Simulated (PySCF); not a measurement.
# Germanium: the same states on changed settings, part 2 of 2

These states were run before on sound settings. What differs here: initial guess atom, at most 50 SCF cycles. What does it move?

PySCF 2.14.0; changed: initial guess atom, at most 50 SCF cycles. The scripts are equivalent inputs of a driver's runs.

## Step 3: Changed run, Ge⁺, method by method

**UHF**

input.py reads:

```python
from pyscf import gto, scf, dft, mp, cc
import basis_set_exchange as bse
mol = gto.M(atom="Ge 0 0 0", charge=1, spin=1, symmetry="D2h",
            basis=gto.basis.parse(bse.get_basis("def2-TZVP", elements=["Ge"], fmt="nwchem", header=False)))
mf = scf.UHF(mol)
mf.irrep_nelec = {'Ag': (6, 6), 'B1g': (1, 1), 'B2g': (1, 1), 'B3g': (1, 1), 'B1u': (2, 2), 'B2u': (3, 2), 'B3u': (2, 2)}
mf.init_guess = "atom"
mf.max_cycle = 50
mf.kernel()
```

Standard output:

```text
damping factor = 0
level_shift factor = 0
DIIS = <class 'pyscf.scf.diis.CDIIS'>
diis_start_cycle = 1
diis_space = 10
diis_damp = 0
SCF conv_tol = 1e-09
SCF conv_tol_grad = None
number electrons alpha = 16  beta = 15
irrep_nelec {'Ag': (6, 6), 'B1g': (1, 1), 'B2g': (1, 1), 'B3g': (1, 1), 'Au': (0, 0), 'B1u': (2, 2), 'B2u': (3, 2), 'B3u': (2, 2)}
alpha HOMO (B2u) = -0.079495712663598  LUMO (B3u) = -0.0794957126635971

WARN: HOMO -0.079495712663598 >= LUMO -0.079495712663598

cycle= 1 E= -2075.02156351536  delta_E= 0.0795  |g|= 0.134  |ddm|= 0.712
alpha HOMO (B2u) = -0.56877665605866  LUMO (B1u) = -0.292409292090078
  HOMO = -0.568776656059  LUMO = -0.29240929209  gap/eV = 7.52034
cycle= 2 E= -2075.04465568404  delta_E= -0.0231  |g|= 0.0693  |ddm|= 0.399
alpha HOMO (B2u) = -0.566398342795488  LUMO (B1u) = -0.269429531376751
  HOMO = -0.566398342795  LUMO = -0.269429531377  gap/eV = 8.08093
cycle= 3 E= -2075.046926824  delta_E= -0.00227  |g|= 0.0299  |ddm|= 0.0737
alpha HOMO (B2u) = -0.569043332176869  LUMO (B3u) = -0.258677148464376
  HOMO = -0.569043332177  LUMO = -0.258677148464  gap/eV = 8.44549
cycle= 4 E= -2075.04755296248  delta_E= -0.000626  |g|= 0.00666  |ddm|= 0.0521
alpha HOMO (B2u) = -0.570995824017473  LUMO (B1u) = -0.258122113212705
  HOMO = -0.570995824017  LUMO = -0.258122113213  gap/eV = 8.51373
cycle= 5 E= -2075.04760884102  delta_E= -5.59e-05  |g|= 0.00106  |ddm|= 0.0215
alpha HOMO (B2u) = -0.571432015672008  LUMO (B3u) = -0.258126234803557
  HOMO = -0.571432015672  LUMO = -0.258126234804  gap/eV = 8.52548
cycle= 6 E= -2075.04761008389  delta_E= -1.24e-06  |g|= 0.000133  |ddm|= 0.00454
alpha HOMO (B2u) = -0.571432747041032  LUMO (B1u) = -0.258124546387307
  HOMO = -0.571432747041  LUMO = -0.258124546387  gap/eV = 8.52555
cycle= 7 E= -2075.04761010639  delta_E= -2.25e-08  |g|= 2.29e-05  |ddm|= 0.000686
alpha HOMO (B2u) = -0.571428741219755  LUMO (B3u) = -0.25812158871789
  HOMO = -0.57142874122  LUMO = -0.258121588718  gap/eV = 8.52552
cycle= 8 E= -2075.047610107  delta_E= -6.09e-10  |g|= 2.56e-06  |ddm|= 0.000113
converged SCF energy = -2075.047610107  <S^2> = 0.7606744  2S+1 = 2.0106461
```

It took 0.59 s on 1 thread of Neoverse-N1, shared host, the integrals not counted.

The occupied shells:

| shell | electrons | mean orbital energy (eV) | spread (eV) | rms radius (bohr) |
| --- | --- | --- | --- | --- |
| 1s α | 1 | -11036.5 | 0 | 0.0554 |
| 1s β | 1 | -11036.5 | 0 | 0.0554 |
| 2s α | 1 | -1428.3 | 0 | 0.231 |
| 2s β | 1 | -1428.3 | 0 | 0.231 |
| 2p α | 3 | -1267.4 | 0.032 | 0.205 |
| 2p β | 3 | -1267.3 | 0.138 | 0.205 |
| 3s α | 1 | -204.93 | 0 | 0.678 |
| 3s β | 1 | -204.82 | 0 | 0.678 |
| 3p α | 3 | -149.70 | 0.029 | 0.705 |
| 3p β | 3 | -149.53 | 0.478 | 0.705 |
| 3d α | 5 | -53.674 | 0.298 | 0.809 |
| 3d β | 5 | -53.600 | 0.479 | 0.809 |
| 4s α | 1 | -24.195 | 0 | 2.28 |
| 4s β | 1 | -21.902 | 0 | 2.28 |
| 4p α | 1 | -15.549 | 0 | 2.82 |

⟨S²⟩ = 0.761, ⟨L²⟩ = 2.03.

**PBE0**

Changes to input.py:

```diff
@@ -4,3 +4,3 @@
             basis=gto.basis.parse(bse.get_basis("def2-TZVP", elements=["Ge"], fmt="nwchem", header=False)))
-mf = scf.UHF(mol)
+mf = dft.UKS(mol, xc="PBE0")
 mf.irrep_nelec = {'Ag': (6, 6), 'B1g': (1, 1), 'B2g': (1, 1), 'B3g': (1, 1), 'B1u': (2, 2), 'B2u': (3, 2), 'B3u': (2, 2)}
```

Standard output:

```text
damping factor = 0
level_shift factor = 0
DIIS = <class 'pyscf.scf.diis.CDIIS'>
diis_start_cycle = 1
diis_space = 10
diis_damp = 0
SCF conv_tol = 1e-09
SCF conv_tol_grad = None
number electrons alpha = 16  beta = 15
irrep_nelec {'Ag': (6, 6), 'B1g': (1, 1), 'B2g': (1, 1), 'B3g': (1, 1), 'Au': (0, 0), 'B1u': (2, 2), 'B2u': (3, 2), 'B3u': (2, 2)}
XC functionals = PBE0
    C. Adamo and V. Barone.,  J. Chem. Phys. 110, 6158 (1999)
    M. Ernzerhof and G. E. Scuseria.,  J. Chem. Phys. 110, 5029 (1999)
alpha HOMO (B2u) = -0.148089157409629  LUMO (B3u) = -0.148089157409627

WARN: HOMO -0.148089157409629 >= LUMO -0.148089157409629

cycle= 1 E= -2076.34446699002  delta_E= 0.222  |g|= 0.195  |ddm|= 0.722
alpha HOMO (B2u) = -0.496266756185224  LUMO (B3u) = -0.41796182913146
  HOMO = -0.496266756185  LUMO = -0.417961829131  gap/eV = 2.13079
cycle= 2 E= -2076.35685260841  delta_E= -0.0124  |g|= 0.217  |ddm|= 0.505
alpha HOMO (B2u) = -0.480650357475915  LUMO (B3u) = -0.398680163210051
  HOMO = -0.480650357476  LUMO = -0.39868016321  gap/eV = 2.23052
cycle= 3 E= -2076.36319901735  delta_E= -0.00635  |g|= 0.0116  |ddm|= 0.0821
alpha HOMO (B2u) = -0.47086298551784  LUMO (B1u) = -0.384985171785092
  HOMO = -0.470862985518  LUMO = -0.384985171785  gap/eV = 2.33685
cycle= 4 E= -2076.36327855324  delta_E= -7.95e-05  |g|= 0.00422  |ddm|= 0.0238
alpha HOMO (B2u) = -0.471406396793793  LUMO (B1u) = -0.384868206609655
  HOMO = -0.471406396794  LUMO = -0.38486820661  gap/eV = 2.35482
cycle= 5 E= -2076.36328387859  delta_E= -5.33e-06  |g|= 0.000287  |ddm|= 0.0045
alpha HOMO (B2u) = -0.471477547913301  LUMO (B3u) = -0.384882638196982
  HOMO = -0.471477547913  LUMO = -0.384882638197  gap/eV = 2.35637
cycle= 6 E= -2076.36328392414  delta_E= -4.56e-08  |g|= 9.21e-06  |ddm|= 0.000536
alpha HOMO (B2u) = -0.471481337658685  LUMO (B3u) = -0.384882967720764
  HOMO = -0.471481337659  LUMO = -0.384882967721  gap/eV = 2.35646
cycle= 7 E= -2076.36328392422  delta_E= -8.28e-11  |g|= 4.67e-07  |ddm|= 2.43e-05
converged SCF energy = -2076.36328392422  <S^2> = 0.75322883  2S+1 = 2.0032262
```

Time after the integrals: 1.2 s (1 thread of Neoverse-N1, shared host).

**M06-2X**

Changes to input.py:

```diff
@@ -4,3 +4,3 @@
             basis=gto.basis.parse(bse.get_basis("def2-TZVP", elements=["Ge"], fmt="nwchem", header=False)))
-mf = dft.UKS(mol, xc="PBE0")
+mf = dft.UKS(mol, xc="M062X")
 mf.irrep_nelec = {'Ag': (6, 6), 'B1g': (1, 1), 'B2g': (1, 1), 'B3g': (1, 1), 'B1u': (2, 2), 'B2u': (3, 2), 'B3u': (2, 2)}
```

Standard output:

```text
damping factor = 0
level_shift factor = 0
DIIS = <class 'pyscf.scf.diis.CDIIS'>
diis_start_cycle = 1
diis_space = 10
diis_damp = 0
SCF conv_tol = 1e-09
SCF conv_tol_grad = None
number electrons alpha = 16  beta = 15
irrep_nelec {'Ag': (6, 6), 'B1g': (1, 1), 'B2g': (1, 1), 'B3g': (1, 1), 'Au': (0, 0), 'B1u': (2, 2), 'B2u': (3, 2), 'B3u': (2, 2)}
XC functionals = M062X
    Y. Zhao and D. G. Truhlar.,  Theor. Chem. Acc. 120, 215 (2008)
    Y. Zhao and D. G. Truhlar.,  Theor. Chem. Acc. 120, 215 (2008)
alpha HOMO (B2u) = -0.129505194600037  LUMO (B3u) = -0.12950519460004

WARN: HOMO -0.129505194600037 >= LUMO -0.12950519460004

cycle= 1 E= -2076.61848654929  delta_E= 0.181  |g|= 0.132  |ddm|= 0.71
alpha HOMO (B2u) = -0.520666698950739  LUMO (B1u) = -0.375008902634402
  HOMO = -0.520666698951  LUMO = -0.375008902634  gap/eV = 3.96355
cycle= 2 E= -2076.63886131109  delta_E= -0.0204  |g|= 0.0724  |ddm|= 0.49
alpha HOMO (B2u) = -0.505454410470901  LUMO (B1u) = -0.348557123621628
  HOMO = -0.505454410471  LUMO = -0.348557123622  gap/eV = 4.26939
cycle= 3 E= -2076.64005408344  delta_E= -0.00119  |g|= 0.0322  |ddm|= 0.0778
alpha HOMO (B2u) = -0.502285343336536  LUMO (B3u) = -0.340033976451679
  HOMO = -0.502285343337  LUMO = -0.340033976452  gap/eV = 4.41508
cycle= 4 E= -2076.64028729248  delta_E= -0.000233  |g|= 0.0034  |ddm|= 0.0333
alpha HOMO (B2u) = -0.503468619766116  LUMO (B1u) = -0.34026418545852
  HOMO = -0.503468619766  LUMO = -0.340264185459  gap/eV = 4.44102
cycle= 5 E= -2076.64030251434  delta_E= -1.52e-05  |g|= 0.000338  |ddm|= 0.0108
alpha HOMO (B2u) = -0.503403307700378  LUMO (B1u) = -0.340217272493845
  HOMO = -0.5034033077  LUMO = -0.340217272494  gap/eV = 4.44052
cycle= 6 E= -2076.64030258672  delta_E= -7.24e-08  |g|= 2.6e-05  |ddm|= 0.000773
alpha HOMO (B2u) = -0.50340633212017  LUMO (B3u) = -0.340209146912471
  HOMO = -0.50340633212  LUMO = -0.340209146912  gap/eV = 4.44082
cycle= 7 E= -2076.64030258694  delta_E= -2.22e-10  |g|= 3.19e-06  |ddm|= 2.21e-05
converged SCF energy = -2076.64030258694  <S^2> = 0.75427623  2S+1 = 2.0042717
```

Time after the integrals: 2.2 s (1 thread of Neoverse-N1, shared host).

**MP2 (valence)**

Changes to input.py:

```diff
@@ -4,3 +4,3 @@
             basis=gto.basis.parse(bse.get_basis("def2-TZVP", elements=["Ge"], fmt="nwchem", header=False)))
-mf = dft.UKS(mol, xc="M062X")
+mf = scf.UHF(mol)
 mf.irrep_nelec = {'Ag': (6, 6), 'B1g': (1, 1), 'B2g': (1, 1), 'B3g': (1, 1), 'B1u': (2, 2), 'B2u': (3, 2), 'B3u': (2, 2)}
@@ -9 +9,2 @@
 mf.kernel()
+mp.UMP2(mf, frozen=14).kernel()
```

This step left no log, only its results.

It took 0.05 s on 1 thread of Neoverse-N1, shared host, the integrals not counted.

With 3 electrons correlated, the MP2 correlation energy is -0.03738 hartree (-0.00250 same spin, -0.03488 opposite spin); the SCS form gives -0.04269. Largest pairs of shells: 4s-4s -0.0211, 4s-4p -0.0163, 4p-4p 0.0000.

**CCSD(T) (valence)**

Changes to input.py:

```diff
@@ -9,2 +9,3 @@
 mf.kernel()
-mp.UMP2(mf, frozen=14).kernel()
+mycc = cc.CCSD(mf, frozen=14).run()
+mycc.ccsd_t()
```

Standard output:

```text
CC2 = 0
CCSD nocc = (np.int64(2), np.int64(1)), nmo = (34, 34)
frozen orbitals [[0, 1, 2, 3, 4, 5, 6, 7, 8, 9, 10, 11, 12, 13], [0, 1, 2, 3, 4, 5, 6, 7, 8, 9, 10, 11, 12, 13]]
max_cycle = 100
direct = 0
conv_tol = 1e-08
conv_tol_normt = 1e-06
diis_space = 8
diis_start_cycle = 0
Init t2, MP2 energy = -0.0373847542039333
Init E_corr(UCCSD) = -0.0373847542072348
cycle = 1  E_corr(UCCSD) = -0.0462879704643424  dE = -0.00890321626  norm(t1,t2) = 0.0478068
cycle = 2  E_corr(UCCSD) = -0.0492192482191079  dE = -0.00293127775  norm(t1,t2) = 0.0199465
cycle = 3  E_corr(UCCSD) = -0.0512564329105111  dE = -0.00203718469  norm(t1,t2) = 0.00912864
cycle = 4  E_corr(UCCSD) = -0.0512394980604177  dE = 1.69348501e-05  norm(t1,t2) = 0.00109268
cycle = 5  E_corr(UCCSD) = -0.0512517878294125  dE = -1.2289769e-05  norm(t1,t2) = 0.000124917
cycle = 6  E_corr(UCCSD) = -0.0512484084461082  dE = 3.3793833e-06  norm(t1,t2) = 2.11575e-05
cycle = 7  E_corr(UCCSD) = -0.0512498308916703  dE = -1.42244556e-06  norm(t1,t2) = 5.56223e-06
cycle = 8  E_corr(UCCSD) = -0.0512494486682334  dE = 3.82223437e-07  norm(t1,t2) = 1.62293e-06
cycle = 9  E_corr(UCCSD) = -0.0512494604124958  dE = -1.17442624e-08  norm(t1,t2) = 2.00566e-07
cycle = 10  E_corr(UCCSD) = -0.0512494709618896  dE = -1.05493938e-08  norm(t1,t2) = 5.9323e-08
cycle = 11  E_corr(UCCSD) = -0.0512494693905566  dE = 1.57133292e-09  norm(t1,t2) = 2.63649e-08
UCCSD converged
E(UCCSD) = -2075.098859576389  E_corr = -0.05124946939055663
UCCSD(T) correction = -0.000800310802052542
```

It took 0.82 s on 1 thread of Neoverse-N1, shared host, the integrals not counted.

CCSD correlation -0.05125 hartree, triples -0.00080; total -2075.099660. T1 = 0.011, largest double amplitude 0.098.

## Step 4: What moved

| species | method | converged | energy less sound run (eV) |
| --- | --- | --- | --- |
| Ge | UHF | yes | +0.0000 |
| Ge | PBE0 | yes | +0.0000 |
| Ge | M06-2X | yes | -0.0000 |
| Ge | MP2 (valence) | yes | +0.0000 |
| Ge | CCSD(T) (valence) | yes | +0.0000 |
| Ge⁺ | UHF | yes | +0.0000 |
| Ge⁺ | PBE0 | yes | -0.0000 |
| Ge⁺ | M06-2X | yes | +0.0000 |
| Ge⁺ | MP2 (valence) | yes | +0.0000 |
| Ge⁺ | CCSD(T) (valence) | yes | -0.0000 |

Ionisation energy of Ge:

| method | sound run (eV) | changed run (eV) | shift (eV) |
| --- | --- | --- | --- |
| UHF | 7.439 | 7.439 | -0.000 |
| PBE0 | 7.942 | 7.942 | -0.000 |
| M06-2X | 7.744 | 7.744 | +0.000 |
| MP2 | 7.781 | 7.781 | -0.000 |
| SCS-MP2 | 7.708 | 7.708 | -0.000 |
| CCSD | 7.808 | 7.808 | -0.000 |
| CCSD(T) | 7.835 | 7.835 | -0.000 |

## Step 5: Results

What follows sums up all 2 parts.

| quantity | value |
| --- | --- |
| change | initial guess atom, at most 50 SCF cycles |
| runs converged | 10 of 10 |
| largest shift of a converged total energy | 0.000 eV |
| largest shift of the ionisation energy | -0.000 eV (SCS-MP2) |

In words: The difference hardly moves. Here the plain start reaches the same solutions.
